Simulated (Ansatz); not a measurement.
# CH6BClSi: the cost of one run

All numbers are computed with the Python package of Ansatz 0.2.0. Level of theory: PBE0/def2-SVP.

## (1) The structure

Bond lengths: C1–Si2 1.803 Å, Si2–B3 1.919 Å, B3–Cl4 1.840 Å, C1–H5 1.141 Å, C1–H6 1.152 Å, C1–H7 1.138 Å, Si2–H8 1.433 Å, Si2–H9 1.516 Å, B3–H10 1.231 Å. Angles (14 of 15 angles, heavy atoms first): C1–Si2–B3 108.2°, Si2–B3–Cl4 124.0°, C1–Si2–H8 110.6°, C1–Si2–H9 109.3°, B3–Si2–H8 108.1°, B3–Si2–H9 110.1°, Si2–C1–H5 112.6°, Si2–C1–H6 112.0°, Si2–C1–H7 112.1°, Si2–B3–H10 118.7°, Cl4–B3–H10 117.3°, H8–Si2–H9 110.5°, H5–C1–H6 105.9°, H5–C1–H7 107.9°.

The script holds or builds the structure itself.

## (2) The script

run_freq.py reads:

```python
from dataclasses import dataclass
import itertools

import ansatz as az
from ase.data import atomic_numbers, covalent_radii
import numpy as np


@dataclass
class RunConfig:
    basis: str = "def2-SVP"
    xc: str = "PBE0"


opts = RunConfig()

geometry = (
    az.Crystal.molecule()
    .atom("C", [-1.0573, 0.871, -0.1105])
    .atom("Si", [-0.1391, -0.5207, 0.5747])
    .atom("B", [1.5636, -0.6096, -0.3065])
    .atom("Cl", [1.7726, -0.8303, -2.1216])
    .atom("H", [-1.2467, 0.7631, -1.2305])
    .atom("H", [-2.0954, 0.9848, 0.375])
    .atom("H", [-0.5241, 1.8621, 0.0594])
    .atom("H", [-0.8316, -1.7514, 0.3287])
    .atom("H", [0.0551, -0.3087, 2.0633])
    .atom("H", [2.5861, -0.5115, 0.371])
)

calc = geometry.calculation().basis(gaussian=opts.basis).functional(opts.xc)
symbols = [site.symbol for site in geometry.cartesian_sites]
start = np.array([site.position_ang for site in geometry.cartesian_sites], dtype=float)
rep = calc.relax(force_tolerance=0.003).run(threads=1, backend="cpu").report
end = np.array(rep["positions_ang"])

radius = [covalent_radii[atomic_numbers[s]] for s in symbols]
span = lambda where, i, j: np.linalg.norm(where[i] - where[j])
bonded = [(i, j) for i, j in itertools.combinations(range(len(symbols)), 2) if min(span(start, i, j), span(end, i, j)) < 1.2 * (radius[i] + radius[j])]
print("pair        before    after (A)")
for i, j in bonded:
    print(f"{symbols[i]}{i}-{symbols[j]}{j}".ljust(10), f"{span(start, i, j):8.4f} {span(end, i, j):8.4f}")

minimum = az.Crystal.molecule()
for symbol, place in zip(symbols, end):
    minimum = minimum.atom(symbol, place.tolist())
vibrating = (
    minimum.calculation()
    .basis(gaussian=opts.basis)
    .functional(opts.xc)
    .phonons(temperatures=(100, 500, 100))
)
vib = vibrating.run(threads=1, backend="cpu").report["vibrations"]
sums = vib["harmonic_sums"]
modes = [m["omega_inv_cm"] for m in sums["modes_at_gamma"] if m["rigid_motion"] == "no"]
print("frequencies (1/cm):", " ".join(f"{w:.0f}" for w in modes))
print("imaginary modes:", sum(w < 0 for w in modes), " zero-point energy:", round(sums["zero_point_energy_ev"], 4), "eV")
print("T (K)   F_vib (eV)   S_vib (meV/K)   C_vib (meV/K)")
for row in zip(sums["temperatures_k"], sums["vibrational_free_energy_ev"], vib["entropy_ev_per_k"], vib["heat_capacity_ev_per_k"]):
    print(f"{row[0]:6.1f} {row[1]:11.4f} {1000 * row[2]:13.4f} {1000 * row[3]:15.4f}")
```

## (3) Running it

Command:

```
python run_freq.py
```

What time and memory should one allow on 1 thread of Arm Neoverse V2, shared host?

About 4 min, with a peak of 0.27 GiB.
